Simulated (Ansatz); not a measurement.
**Rb2Pd: a line through a two-coordinate scan**

How does the energy of Rb₂Pd (Fm-3m, No. 225; 3 atoms in the cell) vary with strain +e along z and -e/2 along x and y, at strain +e along x and -e along y = −15 %?

Computed with Ansatz 0.2.0 (DFT PBEsol, scalar-relativistic, plane waves, PAW, unless a step's input says otherwise).

## Step 1: The system as given

Symmetry: Fm-3m, No. 225, cubic system. Conventional cell: a = 7.972 Å, b = 7.972 Å, c = 7.972 Å, α = 90.00°, β = 90.00°, γ = 90.00°. Around Rb (site symmetry -43m) lie 4 Pd at 3.45 Å. Pd (site symmetry m-3m) has 8 Rb at 3.45 Å as nearest neighbours.

As a file:

```xyz
3
Lattice="0.0000 3.9858 3.9858 3.9858 0.0000 3.9858 3.9858 3.9858 0.0000" Properties=species:S:1:pos:R:3 pbc="T T T"
Rb    1.9929    1.9929    1.9929
Rb    5.9787    5.9787    5.9787
Pd    0.0000    0.0000    0.0000
```

It goes back to an entry of the Materials Project, which need not be the stable form.

It is the result of an earlier relaxation at this level (volume 42.21 Å³/atom; gap on the mesh: 0.88 eV).

## Step 2: Plan of the line

The energy is mapped over two homogeneous strains (x along [1 0 0], y along [0 1 0], z along [0 0 1] of the conventional cell).

- strain +e along x and -e along y: 7 values from −15 to 15 %
- strain +e along z and -e/2 along x and y: 7 values from −15 to 15 %

Nothing else is relaxed (symmetry fixes all fractional coordinates). Energies count from the relaxed crystal. Points are written as (first, second).

## Step 3: Point (−15 %, −15 %)

File input.yaml:

```yaml
crystal:
  lattice:
    - [0.0, 4.8825804086, 3.3879129366]
    - [3.686846431, 0.0, 3.3879129366]
    - [3.686846431, 4.8825804086, 0.0]
  atoms:
    - { symbol: Rb, position: [0.25, 0.25, 0.25] }
    - { symbol: Rb, position: [0.75, 0.75, 0.75] }
    - { symbol: Pd, position: [0.0, 0.0, 0.0] }
basis:
  ecutwfc: 420
kpoints:
  mp_grid: { grid: [6, 6, 6] }
hamiltonian:
  xc: pbesol
  pseudopotentials: { kind: paw }
scf:
  occupations: { method: gaussian, width: 0.05 }
output:
  forces: true
  stress: true
  eigenvalues: true
```

Run with:

```console
$ ansatz run input.yaml --threads 1 --pin off --max-ram 2048MiB --backend cpu --events-out ev --progress --plain --runs-dir out
```

Further runs follow: the other points of the line.

Q: Predict the outcome of this session. Wanted: for each run, strain +e along z and -e/2 along x and y; energy; slope; pressure.

**Answer**, as computed:

```
strain +e along z and -e/2 along x and y (%)  step  energy (meV/atom)  slope (meV/atom per %)  pressure (GPa)  band gap on the k-mesh (eV)
                                         −15     3                185                   −12.2            0.14                         0.00
                                         −10     4                137                    −7.2            0.06                         0.00
                                          −5     5                112                    −3.1            0.05                         0.06
                                           0     6                106                     0.8            0.09                         0.23
                                           5     7                120                     4.9            0.17                         0.40
                                          10     8                155                     9.5            0.31                         0.55
                                          15     9                216                    14.8            0.54                         0.30
```

Energies count from the relaxed crystal. Slopes come from the forces (and the stress, where the cell changes), not from differences of energies.

**Reading.** The lowest point of the line is at 0 %, 106 meV/atom from the zero. A fit to energies and slopes at the lowest point and its two neighbours puts the minimum at −1.0 %, with a curvature of about 0.78 meV/atom per %². Divided by the reference volume, that is a stiffness of about 30 GPa for this pattern of strain. The well is lopsided: two grid steps out, the energy rises by 31 meV/atom towards smaller values and 49 meV/atom towards larger ones. The highest point computed, at 15 %, lies 110 meV/atom above the lowest. The gap on the mesh reads zero on part of the line; semilocal functionals close small gaps early. This is one cut through a surface in two coordinates; the map's lowest point lies off it. The gap on the mesh closes on part of the grid.
